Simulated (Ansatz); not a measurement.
**Li: lattice vibrations**

How does the lattice vibrate, and how do the modes shift with volume? Displacements sample a 2×2×2 mesh. Runs: reference run (LAPW); volume scaled by 0.970 (LAPW); volume scaled by 1.030 (LAPW); mode Grüneisen parameters (LAPW). Companion runs by PAW are cited.

This is Li in the hcp structure; at room conditions it is bcc.

Program: Ansatz 0.2.0. Level of theory: DFT PBEsol, all-electron LAPW, scalar-relativistic unless said. These are calculated values, not measurements.

2 further runs of the same task are left out: 2 that didn't finish. Runs told in other sessions of the task aren't counted.

## 1. Starting point

It takes space group P6_3/mmc (No. 194, hexagonal). Conventional cell: a = 3.056 Å, b = 3.056 Å, c = 4.989 Å, α = 90.00°, β = 90.00°, γ = 120.00°. Li (site symmetry -6m2) has 12 Li at 3.06 Å in its first shell of neighbours.

Structure file:

```
Li
1.0
     3.05573    0.00000    0.00000
    -1.52786    2.64634    0.00000
     0.00000    0.00000    4.98864
Li
2
Direct
  0.33333 0.66667 0.25000
  0.66667 0.33333 0.75000
```

Cartesian axes are those of the input's lattice vectors. The structure goes back to a database entry.

## 2. Reference run, LAPW

The input, input.yaml:

```yaml
crystal:
  lattice:
    - [3.05572660594, 0.0, 0.0]
    - [-1.52786330297, 2.64633686776, 0.0]
    - [0.0, 0.0, 4.98863749189]
  atoms:
    - { symbol: Li, position: [0.333333333333, 0.666666666667, 0.25] }
    - { symbol: Li, position: [0.666666666667, 0.333333333333, 0.75] }
kpoints:
  mp_grid: { grid: [14, 14, 8] }
scf:
  occupations: { method: fermi_dirac, width: 0.05 }
hamiltonian:
  xc: pbesol
  pseudopotentials: { kind: all_electron, lapw: { basis_error: 0.0005 } }
phonons:
  qmesh: [2, 2, 2]
  qpath:
    path:
      - [0.0, 0.0, 0.0]
      - [0.5, 0.0, 0.0]
      - [0.3333333333, 0.3333333333, 0.0]
      - [0.0, 0.0, 0.0]
      - [0.0, 0.0, 0.5]
      - [0.5, 0.0, 0.5]
      - [0.3333333333, 0.3333333333, 0.5]
      - [0.0, 0.0, 0.5]
      - [0.5, 0.0, 0.5]
    npoints: 6
  temperatures: { t_min: 0, t_max: 1000, t_step: 100 }
```

Started as:

```console
$ ansatz run input.yaml --threads 1 --pin off --max-ram 3072MiB --backend cpu --events-out ev --progress --plain --runs-dir out
```

## 3. Volume scaled by 0.970, LAPW

input.yaml, as its differences from that of step 2:

```diff
@@ -2,5 +2,5 @@
   lattice:
-    - [3.05572660594, 0.0, 0.0]
-    - [-1.52786330297, 2.64633686776, 0.0]
-    - [0.0, 0.0, 4.98863749189]
+    - [3.02485857019, 0.0, 0.0]
+    - [-1.5124292851, 2.61960436463, 0.0]
+    - [0.0, 0.0, 4.93824376879]
   atoms:
```

## 4. Volume scaled by 1.030, LAPW

input.yaml, as its differences from that of step 3:

```diff
@@ -2,5 +2,5 @@
   lattice:
-    - [3.02485857019, 0.0, 0.0]
-    - [-1.5124292851, 2.61960436463, 0.0]
-    - [0.0, 0.0, 4.93824376879]
+    - [3.08598329254, 0.0, 0.0]
+    - [-1.54299164627, 2.672539927, 0.0]
+    - [0.0, 0.0, 5.03803315474]
   atoms:
```

(Steps that only read results are left out.)

**Question.** What will these runs give? Wanted: highest mode on the mesh, without the LO shift; optical modes at Γ.

The runs gave:

```
                                             quantity                      value
highest mode on the mesh, without the LO shift (LAPW)                   329 cm⁻¹
                                   optical modes at Γ  124 (E2g), 319 (B1g) cm⁻¹
             mean Grüneisen parameter at 300 K (LAPW)                       0.74
```

No mode on the mesh is unstable; the highest lies at 329 cm⁻¹ by LAPW. Weighted by heat capacity at 300 K the mean Grüneisen parameter of the sampled modes is 0.74, which points to expansion on heating. PAW differs from LAPW by at most 0.3 cm⁻¹. Each set of modes is computed in the harmonic approximation. Cautions: responses of metals move with mesh and smearing.
